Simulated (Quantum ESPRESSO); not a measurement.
# InSb3 (Pm-3m) in Quantum ESPRESSO: notebook

The runs below take InSb3 through single point, equation of state, with LDA.

All numbers are computed with Quantum ESPRESSO 7.5; they aren't measurements. Logs are shortened: lines on timing, memory, paths and dates and some standing lists are left out, and cuts for length are marked.

**1. The structure**

Symmetry: Pm-3m, No. 221, cubic system. Conventional cell: a = 4.806 Å, b = 4.806 Å, c = 4.806 Å, α = 90.00°, β = 90.00°, γ = 90.00°. Sb (site symmetry 4/mmm) has 8 Sb at 3.40 Å and 4 In at 3.40 Å as nearest neighbours. In (site symmetry m-3m) is surrounded by 12 Sb at 3.40 Å.

The cell comes from a database or a generator and needn't be the stable form of this composition.

**2. Single point, LDA, 26.09 Å³/atom**

File pw.in:

```
&CONTROL
  calculation = 'scf'
  prefix = 'pwscf'
  outdir = './tmp'
  pseudo_dir = './pseudo'
  tprnfor = .true.
  tstress = .true.
  disk_io = 'nowf'
/
&SYSTEM
  ibrav = 0
  nat = 4
  ntyp = 2
  ecutwfc = 56
  ecutrho = 448
  nbnd = 39
  occupations = 'smearing'
  smearing = 'fd'
  degauss = 0.00367493
/
&ELECTRONS
  conv_thr = 8d-10
  electron_maxstep = 120
  mixing_beta = 0.5
/
ATOMIC_SPECIES
Sb   121.7600 sb_lda_v1.4.uspp.F.UPF
In   114.8180 in_lda_v1.4.uspp.F.UPF
CELL_PARAMETERS angstrom
   4.7082503466    0.0000000000    0.0000000000
   0.0000000000    4.7082503466    0.0000000000
   0.0000000000    0.0000000000    4.7082503466
ATOMIC_POSITIONS crystal
Sb     0.5000000000    0.5000000000    0.0000000000
Sb     0.0000000000    0.5000000000    0.5000000000
Sb     0.5000000000    0.0000000000    0.5000000000
In     0.0000000000    0.0000000000    0.0000000000
K_POINTS automatic
6 6 6 0 0 0
```

Potentials or basis: GBRV 1.5 LDA.

Run with:

```
$ OMP_NUM_THREADS=1 mpirun -n 2 pw.x -nk 2 -in pw.in > pw.out
```

pw.out:

```text
This program is part of the open-source Quantum ESPRESSO suite
     for quantum simulation of materials; please cite
[... 6 lines left out ...]
     using ibrav=0 with symmetry is DISCOURAGED, use correct ibrav instead

     K-points division:     npool     =       2
     Subspace diagonalization in iterative solution of the eigenvalue problem:
     a serial algorithm will be used

     G-vector sticks info
     --------------------
     sticks:   dense  smooth     PW     G-vecs:    dense   smooth      PW
     Sum        2809    1413    421               112595    39847    6355

     Using Slab Decomposition

     bravais-lattice index     =            0
     lattice parameter (alat)  =       8.8973  a.u.
     unit-cell volume          =     704.3285 (a.u.)^3
     number of atoms/cell      =            4
     number of atomic types    =            2
     number of electrons       =        58.00
     number of Kohn-Sham states=           39
     kinetic-energy cutoff     =      56.0000  Ry
     charge density cutoff     =     448.0000  Ry
     scf convergence threshold =      8.0E-10
     mixing beta               =       0.5000
     number of iterations used =            8  plain     mixing
     Exchange-correlation=  SLA  PZ   NOGX NOGC
                           (   1   1   0   0   0   0   0)

     celldm(1)=   8.897304  celldm(2)=   0.000000  celldm(3)=   0.000000
     celldm(4)=   0.000000  celldm(5)=   0.000000  celldm(6)=   0.000000

     crystal axes: (cart. coord. in units of alat)
               a(1) = (   1.000000   0.000000   0.000000 )
               a(2) = (   0.000000   1.000000   0.000000 )
               a(3) = (   0.000000   0.000000   1.000000 )

     reciprocal axes: (cart. coord. in units 2 pi/alat)
               b(1) = (  1.000000  0.000000  0.000000 )
               b(2) = (  0.000000  1.000000  0.000000 )
               b(3) = (  0.000000  0.000000  1.000000 )

     PseudoPot. # 1 for Sb read from file:
     sb_lda_v1.4.uspp.F.UPF
     Pseudo is Ultrasoft + core correction, Zval = 15.0
     Generated by new atomic code, or converted to UPF format
     Using radial grid of  891 points,  6 beta functions with:
                l(1) =   0
                l(2) =   0
                l(3) =   1
                l(4) =   1
                l(5) =   2
                l(6) =   2
     Q(r) pseudized with  8 coefficients,  rinner =    1.350   1.350   1.350
                                                       1.350   1.350

     PseudoPot. # 2 for In read from file:
     in_lda_v1.4.uspp.F.UPF
     Pseudo is Ultrasoft + core correction, Zval = 13.0
     Generated by new atomic code, or converted to UPF format
     Using radial grid of  889 points,  6 beta functions with:
                l(1) =   0
                l(2) =   0
                l(3) =   1
                l(4) =   1
                l(5) =   2
                l(6) =   2
     Q(r) pseudized with  6 coefficients,  rinner =    1.400   1.400   1.400
                                                       1.400   1.400

     atomic species   valence    mass     pseudopotential
     Sb               15.00   121.76000     Sb( 1.00)
     In               13.00   114.81800     In( 1.00)

     48 Sym. Ops., with inversion, found

   Cartesian axes

     site n.     atom                  positions (alat units)
         1        Sb     tau(   1) = (   0.5000000   0.5000000   0.0000000  )
         2        Sb     tau(   2) = (   0.0000000   0.5000000   0.5000000  )
         3        Sb     tau(   3) = (   0.5000000   0.0000000   0.5000000  )
         4        In     tau(   4) = (   0.0000000   0.0000000   0.0000000  )

     number of k points=    20  Fermi-Dirac smearing, width (Ry)=  0.0037
                       cart. coord. in units 2pi/alat
        k(    1) = (   0.0000000   0.0000000   0.0000000), wk =   0.0092593
        k(    2) = (   0.0000000   0.0000000   0.1666667), wk =   0.0555556
        k(    3) = (   0.0000000   0.0000000   0.3333333), wk =   0.0555556
        k(    4) = (   0.0000000   0.0000000  -0.5000000), wk =   0.0277778
        k(    5) = (   0.0000000   0.1666667   0.1666667), wk =   0.1111111
        k(    6) = (   0.0000000   0.1666667   0.3333333), wk =   0.2222222
[... 12 lines left out ...]
        k(   19) = (   0.3333333  -0.5000000  -0.5000000), wk =   0.0555556
        k(   20) = (  -0.5000000  -0.5000000  -0.5000000), wk =   0.0092593

     Dense  grid:   112595 G-vectors     FFT dimensions: (  60,  60,  60)

     Smooth grid:    39847 G-vectors     FFT dimensions: (  45,  45,  45)

     Initial potential from superposition of free atoms

     starting charge      53.5000, renormalised to      58.0000
     Starting wfcs are   36 randomized atomic wfcs +    3 random wfcs

     Self-consistent Calculation

     iteration #  1     ecut=    56.00 Ry     beta= 0.50
     Davidson diagonalization with overlap
     ethr =  1.00E-02,  avg # of iterations =  6.3

     total energy              =    -685.46686394 Ry
     estimated scf accuracy    <       5.77404322 Ry

     iteration #  2     ecut=    56.00 Ry     beta= 0.50
     Davidson diagonalization with overlap
     ethr =  9.96E-03,  avg # of iterations =  2.0
[... 43 lines left out ...]
     total energy              =    -686.77339663 Ry
     estimated scf accuracy    <          2.7E-09 Ry

     iteration #  9     ecut=    56.00 Ry     beta= 0.50
     Davidson diagonalization with overlap
     ethr =  4.61E-12,  avg # of iterations =  2.0

     End of self-consistent calculation

          k = 0.0000 0.0000 0.0000 (  4945 PWs)   bands (ev):

   -17.6500 -17.6500 -17.6500 -17.6359 -17.6012 -17.6012 -17.5778 -17.5778
   -17.5778 -17.5649 -17.5649 -17.5332 -17.5232 -17.5232 -17.5232  -2.9461
    -2.9461  -2.9233  -2.9233  -2.9233  -1.1366   3.9953   3.9953   6.9642
     6.9642   6.9642   7.8262  11.9687  11.9687  11.9687  13.2955  13.2955
    13.2955  16.4570  16.4570  16.7145  16.9394  16.9394  16.9394

          k = 0.0000 0.0000 0.1667 (  4989 PWs)   bands (ev):
[... 57 lines left out ...]
   -17.6184 -17.6152 -17.6135 -17.5962 -17.5951 -17.5856 -17.5848 -17.5843
   -17.5818 -17.5805 -17.5726 -17.5688 -17.5527 -17.5523 -17.5502  -2.9689
    -2.9391  -2.9348  -2.9302  -2.9118   0.8561   1.4768   2.7448   5.1291
     8.5406   9.2487   9.4483   9.9565  10.6643  11.5121  11.7699  13.2210
    13.8362  14.0093  16.3222  16.5360  19.5047  19.8609  20.5661

          k = 0.0000-0.5000-0.5000 (  4972 PWs)   bands (ev):

   -17.6175 -17.6175 -17.5994 -17.5951 -17.5880 -17.5856 -17.5856 -17.5838
   -17.5838 -17.5822 -17.5761 -17.5718 -17.5680 -17.5487 -17.5487  -2.9779
    -2.9386  -2.9386  -2.9282  -2.9059   1.6952   1.7088   1.7088   4.5627
     8.9962   9.8301   9.8301  10.0855  10.3563  10.3563  11.0844  12.4864
    15.0013  15.2246  16.9997  16.9997  19.3081  19.3081  19.6130

          k = 0.1667 0.1667 0.1667 (  4986 PWs)   bands (ev):

   -17.6398 -17.6344 -17.6344 -17.6215 -17.5939 -17.5939 -17.5854 -17.5755
   -17.5755 -17.5706 -17.5706 -17.5511 -17.5393 -17.5393 -17.5283  -2.9364
    -2.9364  -2.9347  -2.9314  -2.9314  -0.5976   3.1747   3.1747   5.7064
     8.3890   8.3890   9.2703  10.4022  10.4022  11.5420  12.5491  13.5629
    13.5629  14.6348  17.1351  17.1351  17.2800  17.9509  17.9509
[... 27 lines left out ...]
   -17.6211 -17.6146 -17.6133 -17.6020 -17.5996 -17.5970 -17.5899 -17.5812
   -17.5771 -17.5746 -17.5688 -17.5670 -17.5573 -17.5481 -17.5399  -2.9674
    -2.9474  -2.9419  -2.9240  -2.9106   1.0249   1.6138   2.7700   5.2832
     7.1575   7.7854   9.0988  10.3224  11.0066  11.9652  13.1562  14.0666
    14.1061  14.8346  16.3686  16.7119  19.5815  19.7724  19.9600

          k = 0.1667-0.5000-0.5000 (  4984 PWs)   bands (ev):

   -17.6174 -17.6174 -17.6071 -17.6005 -17.6001 -17.6001 -17.5949 -17.5801
   -17.5770 -17.5736 -17.5736 -17.5680 -17.5529 -17.5442 -17.5442  -2.9759
    -2.9467  -2.9467  -2.9219  -2.9051   1.8253   1.8430   1.8430   4.7601
     7.5415   8.1728   8.1728   9.5180  11.8473  12.2930  12.2930  14.3402
    15.0616  15.2475  17.1581  17.1581  19.5068  19.5068  19.7939

          k = 0.3333 0.3333 0.3333 (  4941 PWs)   bands (ev):

   -17.6249 -17.6186 -17.6186 -17.6023 -17.6008 -17.6008 -17.5941 -17.5858
   -17.5720 -17.5720 -17.5669 -17.5669 -17.5483 -17.5483 -17.5310  -2.9599
    -2.9556  -2.9556  -2.9135  -2.9135   0.9362   2.4860   2.4860   5.2725
     7.1008   7.1584   7.1584   9.5896  12.6726  12.6726  14.0893  14.7963
    14.7963  14.8624  17.4449  17.4449  18.7011  18.8260  18.8260

          k = 0.3333 0.3333-0.5000 (  4960 PWs)   bands (ev):

   -17.6211 -17.6147 -17.6135 -17.6122 -17.6106 -17.6044 -17.5980 -17.5792
   -17.5717 -17.5708 -17.5686 -17.5653 -17.5469 -17.5396 -17.5341  -2.9657
    -2.9622  -2.9557  -2.9124  -2.9074   1.4995   1.9459   2.6616   5.5336
     6.2098   6.6371   7.5728   8.6924  12.9364  14.0330  14.4258  14.4277
    14.8262  16.3169  16.8203  17.3410  19.6125  19.7777  20.0856

          k = 0.3333-0.5000-0.5000 (  4960 PWs)   bands (ev):

   -17.6174 -17.6174 -17.6153 -17.6123 -17.6123 -17.6102 -17.6071 -17.5715
   -17.5707 -17.5693 -17.5693 -17.5682 -17.5376 -17.5359 -17.5359  -2.9720
    -2.9624  -2.9624  -2.9091  -2.9035   2.1451   2.1596   2.1596   5.3534
     6.1420   6.7791   6.7791   7.7667  14.0601  14.3620  14.3620  15.1911
    15.2948  16.7863  17.6402  17.6402  20.1304  20.1304  20.3309

          k =-0.5000-0.5000-0.5000 (  4896 PWs)   bands (ev):

   -17.6185 -17.6185 -17.6185 -17.6157 -17.6157 -17.6157 -17.6097 -17.5683
   -17.5683 -17.5682 -17.5682 -17.5682 -17.5320 -17.5320 -17.5320  -2.9700
    -2.9700  -2.9700  -2.9027  -2.9027   2.3550   2.3550   2.3550   5.5631
     6.2213   6.2213   6.2213   6.5020  15.2612  15.2612  15.3192  15.3192
    15.3192  18.1500  18.1500  18.1500  20.5236  20.5236  20.5236

     the Fermi energy is    11.5119 ev

!    total energy              =    -686.77339663 Ry
     estimated scf accuracy    <          5.1E-11 Ry
     smearing contrib. (-TS)   =      -0.00154885 Ry
     internal energy E=F+TS    =    -686.77184778 Ry

     The total energy is F=E-TS. E is the sum of the following terms:
     one-electron contribution =    -248.54317907 Ry
     hartree contribution      =     163.33288884 Ry
     xc contribution           =    -167.42628798 Ry
     ewald contribution        =    -434.13526958 Ry

     convergence has been achieved in   9 iterations

     Forces acting on atoms (cartesian axes, Ry/au):

     atom    1 type  1   force =     0.00000000    0.00000000    0.00000000
     atom    2 type  1   force =     0.00000000    0.00000000    0.00000000
     atom    3 type  1   force =     0.00000000    0.00000000    0.00000000
     atom    4 type  2   force =     0.00000000    0.00000000    0.00000000

     Total force =     0.000000     Total SCF correction =     0.000000

     Computing stress (Cartesian axis) and pressure

          total   stress  (Ry/bohr**3)                   (kbar)     P=       -6.18
  -0.00004201   0.00000000   0.00000000           -6.18        0.00        0.00
   0.00000000  -0.00004201   0.00000000            0.00       -6.18        0.00
   0.00000000   0.00000000  -0.00004201            0.00        0.00       -6.18

=------------------------------------------------------------------------------=
   JOB DONE.
=------------------------------------------------------------------------------=
```

Wall time 43 s (2 MPI ranks of Arm Neoverse V2, shared host); peak memory 0.58 GiB.

Results:

| Property | Result |
| --- | --- |
| Free energy | -9344.0281 eV |
| Pressure | -0.6 GPa |
| Band gap on the k mesh | none (metal or under the smearing width) |

**3. Single point, LDA, 26.65 Å³/atom**

pw.in: that of step 2 with these lines changed.

```diff
@@ -29,5 +29,5 @@
 CELL_PARAMETERS angstrom
-   4.7082503466    0.0000000000    0.0000000000
-   0.0000000000    4.7082503466    0.0000000000
-   0.0000000000    0.0000000000    4.7082503466
+   4.7414081316    0.0000000000    0.0000000000
+   0.0000000000    4.7414081316    0.0000000000
+   0.0000000000    0.0000000000    4.7414081316
 ATOMIC_POSITIONS crystal
```

Potentials or basis: GBRV 1.5 LDA.

Run with:

```
$ OMP_NUM_THREADS=1 mpirun -n 2 pw.x -nk 2 -in pw.in > pw.out
```

Run time: 43 s. Hardware: 2 MPI ranks of Arm Neoverse V2, shared host; peak memory 0.6 GiB.

Results (log left out):

* Free energy: -9344.0117 eV
* Pressure: -1.8 GPa
* Band gap on the k mesh: none (metal or under the smearing width)

**4. Single point, LDA, 27.20 Å³/atom**

pw.in: that of step 3 with these lines changed.

```diff
@@ -29,5 +29,5 @@
 CELL_PARAMETERS angstrom
-   4.7414081316    0.0000000000    0.0000000000
-   0.0000000000    4.7414081316    0.0000000000
-   0.0000000000    0.0000000000    4.7414081316
+   4.7741085314    0.0000000000    0.0000000000
+   0.0000000000    4.7741085314    0.0000000000
+   0.0000000000    0.0000000000    4.7741085314
 ATOMIC_POSITIONS crystal
```

Run with:

```
$ OMP_NUM_THREADS=1 mpirun -n 2 pw.x -nk 2 -in pw.in > pw.out
```

Wall time 44 s (2 MPI ranks of Arm Neoverse V2, shared host); peak memory 0.6 GiB.

It converged, with:

| Item | Value |
| --- | --- |
| Free energy | -9343.9799 eV |
| Pressure | -2.9 GPa |
| Band gap on the k mesh | none (metal or under the smearing width) |

**5. Single point, LDA, 27.76 Å³/atom**

pw.in: that of step 4 with these lines changed.

```diff
@@ -29,5 +29,5 @@
 CELL_PARAMETERS angstrom
-   4.7741085314    0.0000000000    0.0000000000
-   0.0000000000    4.7741085314    0.0000000000
-   0.0000000000    0.0000000000    4.7741085314
+   4.8063670000    0.0000000000    0.0000000000
+   0.0000000000    4.8063670000    0.0000000000
+   0.0000000000    0.0000000000    4.8063670000
 ATOMIC_POSITIONS crystal
```

Run with:

```
$ OMP_NUM_THREADS=1 mpirun -n 2 pw.x -nk 2 -in pw.in > pw.out
```

Wall time 44 s (2 MPI ranks of Arm Neoverse V2, shared host); peak memory 0.62 GiB.

It converged, with:

| Quantity | Value |
| --- | --- |
| Free energy | -9343.9339 eV |
| Pressure | -3.8 GPa |
| Band gap on the k mesh | none (metal or under the smearing width) |

**6. Single point, LDA, 28.31 Å³/atom**

pw.in: that of step 5 with these lines changed.

```diff
@@ -29,5 +29,5 @@
 CELL_PARAMETERS angstrom
-   4.8063670000    0.0000000000    0.0000000000
-   0.0000000000    4.8063670000    0.0000000000
-   0.0000000000    0.0000000000    4.8063670000
+   4.8381981727    0.0000000000    0.0000000000
+   0.0000000000    4.8381981727    0.0000000000
+   0.0000000000    0.0000000000    4.8381981727
 ATOMIC_POSITIONS crystal
```

Potentials or basis: GBRV 1.5 LDA.

Run with:

```
$ OMP_NUM_THREADS=1 mpirun -n 2 pw.x -nk 2 -in pw.in > pw.out
```

It took 40 s on 2 MPI ranks of Arm Neoverse V2, shared host; peak memory 0.62 GiB.

The run converged. Its results:

| Item | Value |
| --- | --- |
| Free energy | -9343.8760 eV |
| Pressure | -4.7 GPa |
| Band gap on the k mesh | none (metal or under the smearing width) |

**7. Single point, LDA, 28.87 Å³/atom**

pw.in: that of step 6 with these lines changed.

```diff
@@ -29,5 +29,5 @@
 CELL_PARAMETERS angstrom
-   4.8381981727    0.0000000000    0.0000000000
-   0.0000000000    4.8381981727    0.0000000000
-   0.0000000000    0.0000000000    4.8381981727
+   4.8696159243    0.0000000000    0.0000000000
+   0.0000000000    4.8696159243    0.0000000000
+   0.0000000000    0.0000000000    4.8696159243
 ATOMIC_POSITIONS crystal
```

Run with:

```
$ OMP_NUM_THREADS=1 mpirun -n 2 pw.x -nk 2 -in pw.in > pw.out
```

It took 45 s on 2 MPI ranks of Arm Neoverse V2, shared host; peak memory 0.64 GiB.

The run converged. Its results:

| Item | Value |
| --- | --- |
| Free energy | -9343.8075 eV |
| Pressure | -5.3 GPa |
| Band gap on the k mesh | none (metal or under the smearing width) |

**8. Single point, LDA, 29.42 Å³/atom**

pw.in: that of step 7 with these lines changed.

```diff
@@ -29,5 +29,5 @@
 CELL_PARAMETERS angstrom
-   4.8696159243    0.0000000000    0.0000000000
-   0.0000000000    4.8696159243    0.0000000000
-   0.0000000000    0.0000000000    4.8696159243
+   4.9006334225    0.0000000000    0.0000000000
+   0.0000000000    4.9006334225    0.0000000000
+   0.0000000000    0.0000000000    4.9006334225
 ATOMIC_POSITIONS crystal
```

Run with:

```
$ OMP_NUM_THREADS=1 mpirun -n 2 pw.x -nk 2 -in pw.in > pw.out
```

Run time: 46 s. Hardware: 2 MPI ranks of Arm Neoverse V2, shared host; peak memory 0.64 GiB.

The run converged. Its results:

```
Free energy            : -9343.7299 eV
Pressure               : -6.0 GPa
Band gap on the k mesh : none (metal or under the smearing width)
```

**9. Equation of state, LDA**

Potentials or basis: GBRV 1.5 LDA.

No new run: the results of the series are fitted here.

What came out:

```
Equilibrium volume : 25.87 Å³/atom (rough: see the caveat)
Bulk modulus       : 64 GPa (rough)
```

Energy against volume, from the lowest point:
| volume (Å³/atom) | energy (meV/atom) |
| --- | --- |
| 26.093 | 0.00 |
| 26.648 | 4.09 |
| 27.203 | 12.05 |
| 27.758 | 23.55 |
| 28.313 | 38.02 |
| 28.868 | 55.16 |
| 29.424 | 74.54 |

Caveat: the minimum lies outside the volumes run. Spin-orbit coupling is left out, which matters for the levels of Sb.
